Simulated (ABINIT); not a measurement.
# Sn3Te (I4/mmm) in ABINIT: band structure with PBEsol

Aim: the band structure of Sn3Te with PBEsol.

Program: ABINIT 10.8.3 (patched build). These are calculated values, not measurements. Logs are shortened: lines on timing, memory, paths and dates and some standing lists are left out, and cuts for length are marked. The log counts tension as positive stress, the text compression.

**1. The structure**

It takes space group I4/mmm (No. 139, tetragonal). Conventional cell: a = 4.602 Å, b = 4.602 Å, c = 11.033 Å, α = 90.00°, β = 90.00°, γ = 90.00°. Te (site symmetry 4/mmm) has 12 Sn at 3.25 to 3.59 Å as nearest neighbours. Sn (site symmetry 4/mmm) is surrounded by 4 Te at 3.25 Å and 8 Sn at 3.59 Å. Sn (site symmetry -4m2) has 8 Sn at 3.25 to 3.59 Å and 4 Te at 3.59 Å as nearest neighbours.

The cell comes from a database or a generator and needn't be the stable form of this composition.

**2. Band structure, PBEsol**

run.abi

```
ndtset 2

pp_dirpath "./"
pseudos "Te.GGA_PBE-JTH.xml, Sn.GGA_PBE-JTH.xml"

acell 6.4046876962 6.4046876962 6.4046876962 Angstrom
rprim
    -0.3592531141     0.3592531141     0.8613213105
     0.3592531141    -0.3592531141     0.8613213105
     0.3592531141     0.3592531141    -0.8613213105
ntypat 2
znucl 52 50
natom 4
typat 1 2 2 2
xred
     0.0000000000     0.0000000000     0.0000000000
     0.5000000000     0.5000000000     0.0000000000
     0.2500000000     0.7500000000     0.5000000000
     0.7500000000     0.2500000000     0.5000000000

ecut 22.0
pawecutdg 44.0
pawxcdev 0

ixc -116133

occopt 3
tsmear 0.05 eV

nstep 100

iomode 3
prtwf 0
prteig 0
prtebands 0
enunit 1
prtden1 1

kptopt1 1
ngkpt1 8 8 8
nshiftk1 1
shiftk1 0.0 0.0 0.0
nband1 29
tolvrs1 1.0e-9

iscf2 -2
getden2 1
nband2 35
nbdbuf2 4
tolwfr2 1.0e-11
kptopt2 -10
ndivsm2 6
prteig2 1
prtvol2 -3
kptbounds2
     0.0000000000     0.0000000000     0.0000000000
     0.5000000000    -0.5000000000     0.0000000000
     0.5000000000    -0.5000000000     0.0869842658
     0.2934921329    -0.2934921329     0.2934921329
     0.0000000000     0.0000000000     0.0000000000
     0.5000000000     0.5000000000    -0.5000000000
     0.7065078671     0.2934921329    -0.2934921329
     0.5000000000     0.0000000000     0.0000000000
     0.7500000000    -0.2500000000    -0.2500000000
     0.9130157342     0.0869842658    -0.5000000000
     0.5000000000     0.5000000000    -0.5000000000
```

Potentials or basis: JTH PAW PBE v2.0.

On the command line:

```console
> mpirun --bind-to none -np 4 abinit run.abi > log 2>&1
```

run.abo:

```text
.Version 10.8.3 of ABINIT
 DATASET    1 : space group I4/m m m (#139); Bravais tI (body-center tetrag.)
================================================================================
 Values of the parameters that define the memory need for DATASET  1.
     intxc =       0    ionmov =       0      iscf =      17    lmnmax =      18
     lnmax =       6     mgfft =      54  mpssoang =       3    mqgrid =    3001
     natom =       4  nloc_mem =       2    nspden =       1   nspinor =       1
    nsppol =       1      nsym =      16    n1xccc =       1    ntypat =       2
    occopt =       3   xclevel =       2
       mpw =        3903          nfft =      157464          nkpt =          59
Pmy_natom=         1
 PAW method is used; the additional fine FFT grid is defined by:
   mgfftf=        75    nfftf =    421875
================================================================================
================================================================================

 DATASET    2 : space group I4/m m m (#139); Bravais tI (body-center tetrag.)
================================================================================
 Values of the parameters that define the memory need for DATASET  2.
     intxc =       0    ionmov =       0      iscf =      -2    lmnmax =      18
     lnmax =       6     mgfft =      54  mpssoang =       3    mqgrid =    3001
     natom =       4  nloc_mem =       2    nspden =       1   nspinor =       1
    nsppol =       1      nsym =      16    n1xccc =       1    ntypat =       2
    occopt =       3   xclevel =       2
       mpw =        3908          nfft =      157464          nkpt =         205
Pmy_natom=         1
 PAW method is used; the additional fine FFT grid is defined by:
   mgfftf=        75    nfftf =    421875
================================================================================
================================================================================

--------------------------------------------------------------------------------
------------- Echo of variables that govern the present computation ------------
--------------------------------------------------------------------------------
 -outvars: echo values of preprocessed input variables --------
            acell      1.2103105668E+01  1.2103105668E+01  1.2103105668E+01 Bohr
              amu      1.27600000E+02  1.18710000E+02
             ecut      2.20000000E+01 Hartree
           enunit           1
           getden1          0
           getden2          1
             iscf1         17
             iscf2         -2
              ixc     -116133
           jdtset        1    2
           kptopt1          1
           kptopt2        -10
         kptrlatt        8    0    0      0    8    0      0    0    8
          kptrlen1     6.95692544E+01
          kptrlen2     3.00000000E+01
            natom           4
            nband1         29
            nband2         35
           nbdbuf1          0
           nbdbuf2          4
           ndtset           2
           ndivsm1          0
           ndivsm2          6
            ngfft          54      54      54
          ngfftdg          75      75      75
             nkpt1         59
             nkpt2        205
            nstep         100
             nsym          16
           ntypat           2
           occopt           3
        pawecutdg      4.40000000E+01 Hartree
         pawxcdev           0
        prtebands           0
           prteig1          0
           prteig2          1
           prtvol1          0
           prtvol2         -3
            prtwf           0
            rprim     -3.5925311410E-01  3.5925311410E-01  8.6132131050E-01
                       3.5925311410E-01 -3.5925311410E-01  8.6132131050E-01
[... 280 lines left out ...]
 -7.0346E-01 -7.0251E-01 -7.0091E-01 -7.0077E-01 -7.0062E-01 -7.0062E-01
 -7.0060E-01 -7.0060E-01 -7.0014E-01 -6.9986E-01 -6.9840E-01 -6.9780E-01
 -6.9780E-01 -6.9520E-01 -6.9230E-01 -3.6180E-01 -2.1661E-01 -1.1275E-01
 -8.5057E-02 -5.9003E-02 -2.2074E-02 -2.2074E-02  3.1215E-02  3.1215E-02
  7.8609E-02  1.0467E-01  1.8941E-01  1.8941E-01  2.8084E-01  3.2107E-01
[... 2435 lines left out ...]
  1.0931E-01  1.4707E-01  1.6465E-01  2.1875E-01  2.1998E-01  2.3891E-01
  2.4472E-01  2.6174E-01  2.6335E-01  2.7553E-01  2.7596E-01
 Non-SCF case, kpt  205 (  0.50000  0.50000 -0.50000), residuals and eigenvalues=
  5.13E-12  4.62E-12  3.30E-12  9.26E-12  9.89E-12  8.25E-12  9.31E-12  8.82E-12
  5.83E-12  5.39E-12  5.36E-12  4.98E-12  7.82E-12  6.63E-12  6.79E-12  9.42E-12
  6.75E-12  4.01E-12  8.14E-12  3.06E-12  8.77E-12  3.65E-12  4.28E-12  5.65E-12
  8.83E-12  5.62E-12  5.48E-12  6.99E-12  5.96E-12  7.43E-12  5.32E-12  1.67E-11
  2.54E-10  1.80E-11  1.51E-10
 -7.0337E-01 -7.0240E-01 -7.0219E-01 -7.0219E-01 -7.0137E-01 -7.0121E-01
 -7.0085E-01 -6.9885E-01 -6.9841E-01 -6.9841E-01 -6.9838E-01 -6.9838E-01
 -6.9795E-01 -6.9522E-01 -6.9230E-01 -3.4844E-01 -2.6021E-01 -1.3761E-01
 -6.5076E-02 -4.6143E-02 -4.6143E-02  5.1342E-02  8.5177E-02  8.5177E-02
  1.0923E-01  1.4731E-01  1.6513E-01  2.2022E-01  2.2022E-01  2.3814E-01
  2.4417E-01  2.6311E-01  2.6311E-01  2.7539E-01  2.7539E-01

--- !ResultsGS
iteration_state: {dtset: 2, }
comment   : Summary of ground state results
lattice_vectors:
- [ -4.3480784,   4.3480784,  10.4246628, ]
- [  4.3480784,  -4.3480784,  10.4246628, ]
- [  4.3480784,   4.3480784, -10.4246628, ]
lattice_lengths: [  12.10311,   12.10311,   12.10311, ]
lattice_angles: [137.891, 137.891,  61.069, ] # degrees, (23, 13, 12)
lattice_volume:   7.8834577E+02
convergence: {deltae:  0.000E+00, res2:  0.000E+00, residm:  1.000E-11, diffor:  0.000E+00, }
etotal    :  -2.17473203E+02
entropy   :   0.00000000E+00
fermie    :   9.05308214E-02
cartesian_stress_tensor: null
pressure_GPa: null
xred      :
- [  0.0000E+00,   0.0000E+00,   0.0000E+00, Te]
- [  5.0000E-01,   5.0000E-01,  -1.3528E-17, Sn]
- [  2.5000E-01,   7.5000E-01,   5.0000E-01, Sn]
- [  7.5000E-01,   2.5000E-01,   5.0000E-01, Sn]
cartesian_forces: null
force_length_stats: {min: null, max: null, mean: null, }
...

 Integrated electronic density in atomic spheres:
 ------------------------------------------------
 Atom  Sphere_radius  Integrated_density
    1        2.31107          3.05928886
    2        2.51086         11.79458069
    3        2.51086         11.80318694
    4        2.51086         11.80318694

================================================================================

 ----iterations are completed or convergence reached----

 Mean square residual over all n,k,spin=   62.928E-13; max=  99.996E-13
 reduced coordinates (array xred) for    4 atoms
       0.000000000000      0.000000000000      0.000000000000
       0.500000000000      0.500000000000     -0.000000000000
       0.250000000000      0.750000000000      0.500000000000
       0.750000000000      0.250000000000      0.500000000000

 cartesian coordinates (angstrom) at end:
    1      0.00000000000000     0.00000000000000     0.00000000000000
    2     -0.00000000000000     0.00000000000000     5.51649399983421
    3      2.30090399969780     0.00000000000000     2.75824699991711
    4      0.00000000000000     2.30090399969780     2.75824699991711
 length scales= 12.103105667789 12.103105667789 12.103105667789 bohr
              =  6.404687696200  6.404687696200  6.404687696200 angstroms
 Eigenvalues (   eV  ) for nkpt= 205  k points:
 kpt#   1, nband= 35, wtk=  1.00000, kpt=  0.0000  0.0000  0.0000 (reduced coord)
 -19.14204  -19.11634  -19.07273  -19.06883  -19.06486  -19.06486  -19.06418  -19.06418
 -19.05170  -19.04412  -19.00442  -18.98808  -18.98808  -18.91741  -18.83841   -9.84502
  -5.89420   -3.06808   -2.31452   -1.60554   -0.60067   -0.60067    0.84940    0.84940
   2.13906    2.84825    5.15421    5.15421    7.64209    8.73665    8.73665    8.88442
   8.91019   10.21511   10.38549
 kpt#   2, nband= 35, wtk=  1.00000, kpt=  0.0147 -0.0147  0.0000 (reduced coord)
 -19.14174  -19.11622  -19.07281  -19.06896  -19.06485  -19.06461  -19.06424  -19.06419
 -19.05149  -19.04402  -19.00453  -18.98822  -18.98807  -18.91753  -18.83875   -9.84282
  -5.89388   -3.07727   -2.31144   -1.62298   -0.60947   -0.58285    0.82528    0.87380
   2.16541    2.85956    5.11074    5.15845    7.63690    8.68902    8.73898    8.89756
   8.96081   10.19499   10.36434
 kpt#   3, nband= 35, wtk=  1.00000, kpt=  0.0294 -0.0294  0.0000 (reduced coord)
 -19.14088  -19.11582  -19.07302  -19.06934  -19.06481  -19.06440  -19.06419  -19.06391
 -19.05088  -19.04372  -19.00484  -18.98867  -18.98805  -18.91791  -18.83976   -9.83621
  -5.89295   -3.10385   -2.30219   -1.67330   -0.63544   -0.53039    0.75832    0.94499
   2.23903    2.89299    4.98684    5.17120    7.62126    8.57302    8.74593    8.90716
[... 1199 lines left out ...]
   2.98041    3.98285    4.44224    5.83960    5.96962    6.56086    6.70253    7.00585
   7.18374    7.52185    7.55581
 kpt# 204, nband= 35, wtk=  1.00000, kpt=  0.5148  0.4852 -0.5000 (reduced coord)
 -19.13938  -19.11332  -19.10730  -19.10727  -19.08511  -19.08068  -19.07122  -19.01663
 -19.00488  -19.00483  -19.00405  -19.00397  -18.99229  -18.91791  -18.83876   -9.47966
  -7.07762   -3.75679   -1.82464   -1.23760   -1.20339    1.39572    2.30850    2.32054
   2.97439    4.00191    4.48044    5.95253    5.98595    6.50118    6.65913    7.12231
   7.16604    7.49765    7.50922
 kpt# 205, nband= 35, wtk=  1.00000, kpt=  0.5000  0.5000 -0.5000 (reduced coord)
 -19.13967  -19.11331  -19.10743  -19.10743  -19.08513  -19.08080  -19.07120  -19.01661
 -19.00483  -19.00483  -19.00399  -19.00399  -18.99219  -18.91780  -18.83842   -9.48147
  -7.08073   -3.74451   -1.77081   -1.25561   -1.25561    1.39709    2.31779    2.31779
   2.97218    4.00837    4.49351    5.99261    5.99261    6.48001    6.64419    7.15966
   7.15966    7.49384    7.49384

== END DATASET(S) ==============================================================
================================================================================

 -outvars: echo values of variables after computation  --------
            acell      1.2103105668E+01  1.2103105668E+01  1.2103105668E+01 Bohr
           etotal1    -2.1747320271E+02
            fcart1     2.1771297545E-30 -7.2570991817E-31  6.0538046570E-31
                       2.1771297545E-30 -7.2570991817E-31  6.0538046570E-31
                       3.5559785990E-29  7.9828090998E-30  3.6322827942E-30
                      -3.9914045499E-29 -6.5313892635E-30 -4.8430437256E-30
            rprim     -3.5925311410E-01  3.5925311410E-01  8.6132131050E-01
                       3.5925311410E-01 -3.5925311410E-01  8.6132131050E-01
                       3.5925311410E-01  3.5925311410E-01 -8.6132131050E-01
           strten1     1.0159171117E-04  1.0159171117E-04  1.0591187016E-04
                       0.0000000000E+00  0.0000000000E+00  0.0000000000E+00
           xangst      0.0000000000E+00  0.0000000000E+00  0.0000000000E+00
                      -1.3840294337E-16  7.6149175443E-17  5.5164939998E+00
                       2.3009039997E+00  0.0000000000E+00  2.7582469999E+00
                       0.0000000000E+00  2.3009039997E+00  2.7582469999E+00
             xred      0.0000000000E+00  0.0000000000E+00  0.0000000000E+00
                       5.0000000000E-01  5.0000000000E-01 -1.3528110676E-17
                       2.5000000000E-01  7.5000000000E-01  5.0000000000E-01
                       7.5000000000E-01  2.5000000000E-01  5.0000000000E-01
 Calculation completed.
```

Wall time 6.8 min (4 MPI ranks of Arm Neoverse V1, shared host); peak memory 1.1 GiB.

What came out:

- Free energy: -5917.7473 eV
- Pressure: -3.0 GPa
- Band gap on the k mesh: none (metal or under the smearing width)
- Valence electrons inside the program's atomic spheres: Te 3.06; Sn 11.79, 11.80

Stress tensor (GPa, compression positive):
```
-2.99  0.00  0.00
 0.00 -2.99  0.00
 0.00  0.00 -3.12
```

Levels at the corners of the path, in eV from the Fermi level:
| point | band 20 | band 21 | band 22 | band 23 | band 24 | band 25 | band 26 | band 27 | band 28 | band 29 |
| --- | --- | --- | --- | --- | --- | --- | --- | --- | --- | --- |
| Γ | -4.07 | -3.06 | -3.06 | -1.61 | -1.61 | -0.32 | 0.38 | 2.69 | 2.69 | 5.18 |
| X | -5.19 | -4.63 | -3.18 | -2.45 | -1.55 | -0.50 | 2.55 | 2.67 | 4.84 | 5.19 |
| Y | -4.61 | -3.94 | -3.11 | -2.36 | -1.44 | -0.39 | 2.31 | 2.36 | 4.25 | 4.65 |
| S | -2.57 | -2.42 | -1.28 | -0.51 | -0.29 | -0.14 | 1.14 | 1.16 | 1.78 | 2.27 |
| Γ | -4.07 | -3.06 | -3.06 | -1.61 | -1.61 | -0.32 | 0.38 | 2.69 | 2.69 | 5.18 |
| Z | -3.72 | -3.72 | -1.07 | -0.15 | -0.15 | 0.51 | 1.54 | 2.03 | 3.53 | 3.53 |
| S1 | -2.57 | -2.42 | -1.28 | -0.51 | -0.29 | -0.14 | 1.14 | 1.16 | 1.78 | 2.27 |
| N | -2.40 | -2.23 | -1.91 | -0.87 | -0.65 | 0.66 | 1.04 | 1.08 | 1.25 | 1.66 |
| P | -4.29 | -4.29 | -4.04 | -3.72 | -0.11 | 1.08 | 1.08 | 1.37 | 4.88 | 4.88 |
| Y1 | -4.61 | -3.94 | -3.11 | -2.36 | -1.44 | -0.39 | 2.31 | 2.36 | 4.25 | 4.65 |
| Z | -3.72 | -3.72 | -1.07 | -0.15 | -0.15 | 0.51 | 1.54 | 2.03 | 3.53 | 3.53 |

Caveat: the PAW data sets were made with another functional, which shifts forces and pressure a little; spin-orbit coupling is left out, which moves the levels of the heavy elements.
